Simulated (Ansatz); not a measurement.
# TaTiSi4: the cost of one run

Computed with Ansatz 0.2.0 (DFT PBE, scalar-relativistic, plane waves, PAW, unless a step's input says otherwise).

5 further runs of the same task are left out: 4 that didn't finish, 1 set aside as unsound or not needed.

## 1. The system as given

The structure is orthorhombic, space group F222 (No. 22). The conventional cell has a = 4.813 Å, b = 8.328 Å, c = 8.635 Å, α = 90.00°, β = 90.00°, γ = 90.00°. Around Ti (site symmetry 222) lie 10 Si at 2.58 to 2.88 Å. Ta (site symmetry 222) has 10 Si at 2.60 to 2.83 Å as nearest neighbours. Si (site symmetry 2) has 5 Si at 2.53 to 2.89 Å and 2 Ta at 2.60 Å and 3 Ti at 2.73 to 2.88 Å as nearest neighbours. Around Si (site symmetry 2) lie 5 Si at 2.53 to 2.83 Å and 2 Ti at 2.58 Å and 3 Ta at 2.75 to 2.83 Å.

Structure file:

```
Ti Ta Si
1.0
     0.00000    4.16389    4.31771
     2.40649    0.00000    4.31771
     2.40649    4.16389    0.00000
Ti Ta Si
1 1 4
Direct
  0.75000 0.75000 0.75000
  0.50000 0.50000 0.50000
  0.09585 0.40415 0.09585
  0.40415 0.09585 0.40415
  0.16072 0.83928 0.16072
  0.83928 0.16072 0.83928
```

It is the end of an earlier relaxation with the same method, from a generated guess; it needn't be the stable form of this composition. At a tolerance of 0.05 Å it has space group F222 (No. 22); it has 14.42 Å³/atom, an uncorrected energy of -0.52 eV/atom over the elements and, on its mesh, gap none (metal).

## 2. Volume × 0.97

Contents of input.yaml:

```yaml
crystal:
  lattice:
    - [0.0, 4.1218268373, 4.274090024]
    - [2.3821794673, 0.0, 4.274090024]
    - [2.3821794673, 4.1218268373, 0.0]
  atoms:
    - { symbol: Ti, position: [0.75, 0.75, 0.75] }
    - { symbol: Ta, position: [0.5, 0.5, 0.5] }
    - { symbol: Si, position: [0.095849, 0.404151, 0.095849] }
    - { symbol: Si, position: [0.404151, 0.095849, 0.404151] }
    - { symbol: Si, position: [0.160721, 0.839279, 0.160721] }
    - { symbol: Si, position: [0.839279, 0.160721, 0.839279] }
basis:
  ecutwfc: 420
kpoints:
  mp_grid: { grid: [10, 10, 10] }
hamiltonian:
  xc: pbe
scf:
  occupations: { method: gaussian, width: 0.1 }
output:
  forces: true
  stress: true
  eigenvalues: true
relax:
  adjacent_minimum: "off"
  f_tol: 0.01
  max_steps: 30
  cell: { stress_tol: 0.1, fix: [volume] }
```

Launch:

```console
ansatz run input.yaml --threads 4 --pin off --max-ram 8192MiB --backend cpu --events-out ev --progress --plain --runs-dir out
```

**Question.** How long does this run take on 4 threads of Arm Neoverse V1, shared host, and how much memory does it need?

About 45 s, with a peak of 0.66 GiB.
